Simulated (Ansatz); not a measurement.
**CH₆F₂O₂Si₂: geometry optimisation**

What shape does CH₆F₂O₂Si₂ take? The plan is to relax it.

Computed with Ansatz 0.2.0, Gaussian basis. Level: RKS PBE0-D4/def2-TZVP.

The runs, in order: relaxation at PBE0-D4/def2-TZVP.

1 further run of the same task is left out (set aside as unsound or not needed).

## 1. The starting structure

13 atoms, charge 0, spin multiplicity 1.

Atoms are counted from 1 here; the program's logs count them from 0.

Bond lengths: O1–Si2 1.624 Å, O1–H8 0.952 Å, Si2–O3 1.614 Å, Si2–C4 1.920 Å, Si2–H9 1.454 Å, O3–H10 0.954 Å, C4–Si5 1.874 Å, C4–H11 1.088 Å, C4–H12 1.089 Å, Si5–F6 1.607 Å, Si5–F7 1.605 Å, Si5–H13 1.444 Å. Angles: Si2–O1–H8 122.6°, O1–Si2–O3 108.1°, O1–Si2–C4 110.5°, O1–Si2–H9 112.4°, O3–Si2–C4 111.6°, O3–Si2–H9 103.4°, C4–Si2–H9 110.7°, Si2–O3–H10 120.6°, Si2–C4–Si5 113.7°, Si2–C4–H11 108.2°, Si2–C4–H12 109.3°, Si5–C4–H11 110.1°, Si5–C4–H12 109.3°, H11–C4–H12 106.0°, C4–Si5–F6 108.7°, C4–Si5–F7 110.7°, C4–Si5–H13 120.9°, F6–Si5–F7 101.4° and more.

The start is a GFN2-xTB geometry.

## 2. Geometry optimisation, PBE0-D4/def2-TZVP

Contents of in.yaml:

```yaml
crystal:
  periodic: [false, false, false]
  atoms:
    - {symbol: O, position_ang: [1.003260, -1.270110, -1.276700]}
    - {symbol: Si, position_ang: [1.113040, -0.812970, 0.277560]}
    - {symbol: O, position_ang: [2.253770, 0.324160, 0.386230]}
    - {symbol: C, position_ang: [-0.582690, -0.174180, 0.911480]}
    - {symbol: Si, position_ang: [-1.424040, 1.019860, -0.263000]}
    - {symbol: F, position_ang: [-1.789750, 0.237600, -1.618320]}
    - {symbol: F, position_ang: [-0.382250, 2.115520, -0.801650]}
    - {symbol: H, position_ang: [0.211120, -1.648740, -1.645050]}
    - {symbol: H, position_ang: [1.613680, -1.875110, 1.134430]}
    - {symbol: H, position_ang: [2.260760, 1.064540, -0.215970]}
    - {symbol: H, position_ang: [-0.427070, 0.299900, 1.877940]}
    - {symbol: H, position_ang: [-1.241050, -1.021660, 1.096190]}
    - {symbol: H, position_ang: [-2.608790, 1.741190, 0.136840]}
basis:
  gaussian: {orbitals: def2-TZVP}
hamiltonian: {xc: pbe0, dispersion: d4}
relax: {f_tol: 0.005, max_steps: 150}
```

On the command line:

```console
> ansatz run in.yaml --threads 2 --pin off --events-out ev --progress --plain --max-ram 22528MiB --backend cuda --devices 0, --max-vram 18GiB
```

**Question.** What will the summary of the whole plan be? Wanted: point group; shift from the start; total energy; dispersion term; dipole moment.

The runs gave:

```
                  quantity           value
               point group              Cs
                     steps              17
shift from the start (rms)         0.251 Å
              total energy  -26413.0639 eV
           dispersion term        -290 meV
             dipole moment          2.89 D
```

**Reading.** The atoms moved 0.25 Å (rms) from the start; the bond that changed most is C4–Si5, from 1.874 to 1.831 Å. No vibrations were run, so it is not proven to be a minimum. The largest Mulliken charge, +0.69 e, sits on Si5.
